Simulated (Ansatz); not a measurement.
Predict the output of the script below (Ansatz 0.2.0 through its Python package).

`mns_restart.py`:
```python
# -*- coding: utf-8 -*-
'''A run of MnS that can be started again.'''

import logging
import sys

import ansatz as az

logging.basicConfig(stream=sys.stdout, format='[%(levelname)s] %(message)s')
log = logging.getLogger('run')
log.setLevel(logging.INFO)

SMEARING = 'Marzari-Vanderbilt'
SMEARING_WIDTH = 0.2
FUNCTIONAL = 'PBEsol'
TOLERANCE = 1e-05
MAX_ITERATIONS = 200

structure = (
    az.Lattice.of([3.09904, 0.0, 0.0], [0.0, 3.09904, 0.0], [0.0, 0.0, 3.09904])
    .atom('Mn', [0.5, 0.5, 0.5])
    .atom('S', [0.0, 0.0, 0.0])
    .moments(Mn=4)
)

model = (
    structure.calculation()
    .eigensolver('auto', mixed_precision=False)
    .basis(14 * az.Ha, density_ratio=4)
    .kpoints(6)
    .occupations(SMEARING, width=SMEARING_WIDTH)
    .pseudopotentials('paw')
    .spin('collinear')
    .functional(FUNCTIONAL)
    .hubbard('Mn', 'd', u_eff=4.5)
    .scf(tolerance=TOLERANCE, max_iterations=MAX_ITERATIONS)
    .forces()
    .checkpoint(write='mns.run')
)
with az.exiting_at_sigterm():
    done = model.run(threads=1, resume=True)
print('returned:', type(done).__name__)
log.info(f'F = {done.report["free_energy_ev"]:.5f} eV, {done.report["n_iterations"]} iterations')
```

```console
$ python mns_restart.py
DeckWarning: basis.ecutwfc = 380.959407443832 eV is below the records' recommended 420 eV, and the density's cutoff is lower with it unless basis.ecutrho_ratio is high enough to keep the records' density cutoff: compare with a run at a higher cutoff
DeckWarning: basis.ecutrho_ratio = 4 (ecutrho = 1523.837629775328 eV) is below the records' recommended 1680 eV
DeckWarning: scf.convergence.dr2_threshold = 1e-5 eV is looser than this run's default, which is 1e-7 eV or tighter. The error in the forces grows as the threshold's square root, so leave the key out unless less accurate forces are enough
returned: RunOutcome
[INFO] F = -4752.31521 eV, 12 iterations
```
(Warnings from the package without file and line.)

```console
$ python mns_restart.py
DeckWarning: basis.ecutwfc = 380.959407443832 eV is below the records' recommended 420 eV, and the density's cutoff is lower with it unless basis.ecutrho_ratio is high enough to keep the records' density cutoff: compare with a run at a higher cutoff
DeckWarning: basis.ecutrho_ratio = 4 (ecutrho = 1523.837629775328 eV) is below the records' recommended 1680 eV
DeckWarning: scf.convergence.dr2_threshold = 1e-5 eV is looser than this run's default, which is 1e-7 eV or tighter. The error in the forces grows as the threshold's square root, so leave the key out unless less accurate forces are enough
returned: CompletedStep
[INFO] F = -4752.31521 eV, 12 iterations
```
(Warnings from the package without file and line.)

What to keep in mind:
- These settings explore the input space; cutoff and mesh may be short of convergence.
- The cutoff lies under the one recommended for these potentials.
- Other magnetic orders than the one started from may lie lower.
- U, its shell and the double counting are chosen to explore, and aren't derived for this compound.
- For a metal this k-point mesh is coarse: on a finer one energies can move by several to tens of meV an atom and pressures by half a GPa or more, differences at one mesh by less.
- With one magnetic atom the cell can hold only ferromagnetic order.
- The structure comes from a database of computed cells and needn't be a stable or known phase.
- The whole script took 3.2 s on 1 thread of Arm Neoverse V2 (shared host), peak memory 0.36 GiB.

(A comment or docstring line of the script was reworded after the run, the code is as it ran; lines on the test bed's own set-up are left out of the output.)
